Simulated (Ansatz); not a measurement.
# C3HF5: the cost of one run

All numbers are computed with Ansatz 0.2.0 through its Python package. Level of theory: B3LYP/def2-SVP.

## (1) Starting point

Bond lengths: F1–C2 1.344 Å, C2–C3 1.333 Å, C3–F4 1.356 Å, C3–C5 1.492 Å, C5–F6 1.358 Å, C5–F7 1.359 Å, C5–F8 1.359 Å, C2–H9 1.080 Å. Angles: F1–C2–C3 122.9°, F1–C2–H9 111.4°, C3–C2–H9 125.7°, C2–C3–F4 116.9°, C2–C3–C5 124.9°, F4–C3–C5 118.2°, C3–C5–F6 114.0°, C3–C5–F7 111.4°, C3–C5–F8 111.4°, F6–C5–F7 106.5°, F6–C5–F8 106.5°, F7–C5–F8 106.6°.

The script holds or builds the structure itself.

## (2) The code

Contents of run_opt.py:

```python
'''Minimum-energy structure of C3HF5.'''

import ansatz as az
import numpy as np

BASIS_SET = 'def2-SVP'
FUNCTIONAL = 'b3lyp'


def main() -> None:
    mol = (
        az.Crystal.molecule()
        .atom('F', [1.3933, -1.3706, -0.7476])
        .atom('C', [1.3853, -0.1307, -0.2288])
        .atom('C', [0.2693, 0.4815, 0.1672])
        .atom('F', [0.4027, 1.7327, 0.673])
        .atom('C', [-1.0996, -0.1068, 0.0937])
        .atom('F', [-1.1348, -1.3606, -0.4255])
        .atom('F', [-1.6736, -0.181, 1.3232])
        .atom('F', [-1.9247, 0.653, -0.6737])
        .atom('H', [2.3821, 0.2824, -0.1816])
    )

    calc = mol.calculation().basis(gaussian=BASIS_SET).functional(FUNCTIONAL)
    symbols = [site.symbol for site in mol.cartesian_sites]
    start = np.array([site.position_ang for site in mol.cartesian_sites], dtype=float)
    def progress(event):
        if event['event'] == 'relax_step':
            row = event['data']
            print(f'step {row["step"]:3d}  E = {row["lagrangian_ev"]:.6f} eV  largest force component {row["allowed_force_max_ev_ang"]:.4f} eV/A')


    r = calc.relax(force_tolerance=0.02).session().plan().execute(on_event=progress).report
    end = np.array(r['positions_ang'])

    for key in ('converged', 'free_energy_ev', 'reference_energy_ev', 'n_frozen', 'n_occupied', 'n_virtual'):
        print(f'{key:22s} {r[key]}')

    print('final positions (A) and the move of each atom')
    for symbol, xyz, old in zip(symbols, end, start):
        print(f'{symbol:2s} {xyz[0]:10.5f} {xyz[1]:10.5f} {xyz[2]:10.5f}   {np.linalg.norm(xyz - old):7.4f}')

    charges = r['charge_distribution']
    print('dipole moment', round(4.803205 * float(np.linalg.norm(charges['dipole_moment_e_ang'])), 3), 'D')
    print('Mulliken:', [(s, round(q, 3)) for s, q in zip(symbols, charges['mulliken_charges_e'])])
    with open('c3hf5_opt.xyz', 'w') as handle:
        handle.write(f'{len(symbols)}\nrelaxed C3HF5\n')
        handle.writelines(f'{s:2s} {x:11.6f} {y:11.6f} {z:11.6f}\n' for s, (x, y, z) in zip(symbols, end))


if __name__ == '__main__':
    main()
```

## (3) What the engine is handed

The engine receives this input:

```yaml
crystal:
  periodic: [false, false, false]
  atoms:
    - { symbol: F, position_ang: [1.3933, -1.3706, -0.7476] }
    - { symbol: C, position_ang: [1.3853, -0.1307, -0.2288] }
    - { symbol: C, position_ang: [0.2693, 0.4815, 0.1672] }
    - { symbol: F, position_ang: [0.4027, 1.7327, 0.673] }
    - { symbol: C, position_ang: [-1.0996, -0.1068, 0.0937] }
    - { symbol: F, position_ang: [-1.1348, -1.3606, -0.4255] }
    - { symbol: F, position_ang: [-1.6736, -0.181, 1.3232] }
    - { symbol: F, position_ang: [-1.9247, 0.653, -0.6737] }
    - { symbol: H, position_ang: [2.3821, 0.2824, -0.1816] }
basis:
  gaussian:
    orbitals: def2-SVP
hamiltonian:
  xc: b3lyp
relax:
  f_tol: 0.02
```

## (4) Launch

The run is started by

```
python run_opt.py
```

Q: Estimate wall time and peak memory on 1 thread of Arm Neoverse V1, shared host.

About 39 s, with a peak of 0.36 GiB.
